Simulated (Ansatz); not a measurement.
# La2O3: the cost of one run

Computed with Ansatz 0.2.0 (reference: DFT, HSE06, plane waves, PAW, unless a step's input says otherwise).

2 further runs of the same task are left out: 2 that didn't finish.

### Step 1. The starting structure

It takes space group P-3m1 (No. 164, trigonal). The conventional cell has a = 3.935 Å, b = 3.935 Å, c = 6.126 Å, α = 90.00°, β = 90.00°, γ = 120.00°. La (site symmetry 3m) has 7 O at 2.37 to 2.73 Å as nearest neighbours. O (site symmetry 3m) has 4 La at 2.37 to 2.45 Å as nearest neighbours. Around O (site symmetry -3m) lie 6 La at 2.73 Å.

Coordinates:

```cif
data_structure
_symmetry_space_group_name_H-M 'P-3m1'
_symmetry_Int_Tables_number 164
_cell_length_a 3.9351
_cell_length_b 3.9351
_cell_length_c 6.1262
_cell_angle_alpha 90.000
_cell_angle_beta 90.000
_cell_angle_gamma 120.000
_cell_volume 82.16
loop_
_atom_site_label
_atom_site_type_symbol
_atom_site_symmetry_multiplicity
_atom_site_Wyckoff_symbol
_atom_site_fract_x
_atom_site_fract_y
_atom_site_fract_z
_atom_site_occupancy
La1 La 2 d 0.66667 0.33333 0.75384 1
O1 O 2 d 0.66667 0.33333 0.35389 1
O2 O 1 a 0.00000 0.00000 0.00000 1
```

### Step 2. The reference run

Input file input.yaml:

```yaml
crystal:
  lattice:
    - [3.9351015402, 0.0, 0.0]
    - [-1.9675507701, 3.4078979003, 0.0]
    - [0.0, 0.0, 6.1262271608]
  atoms:
    - { symbol: La, position: [0.6666666667, 0.3333333333, 0.7538431652] }
    - { symbol: La, position: [0.3333333333, 0.6666666667, 0.2461568348] }
    - { symbol: O, position: [0.6666666667, 0.3333333333, 0.3538862911] }
    - { symbol: O, position: [0.3333333333, 0.6666666667, 0.6461137089] }
    - { symbol: O, position: [0.0, 0.0, 0.0] }
kpoints:
  mp_grid: { grid: [6, 6, 2] }
hamiltonian:
  xc: hse06
scf:
  occupations: { method: fixed }
  n_extra_bands: 5
output:
  forces: true
  stress: true
  eigenvalues: true
  write_density: true
  write_potential: true
  elf: true
  volumetric_format: npy
```

The run is started by

```
> ansatz run input.yaml --threads 4 --pin off --max-ram 4608MiB --backend cpu --events-out ev --progress --plain --runs-dir out
```

Q: Estimate wall time and peak memory on 4 threads of Arm Neoverse N1, shared host.

About 49 s, with a peak of 1.3 GiB.
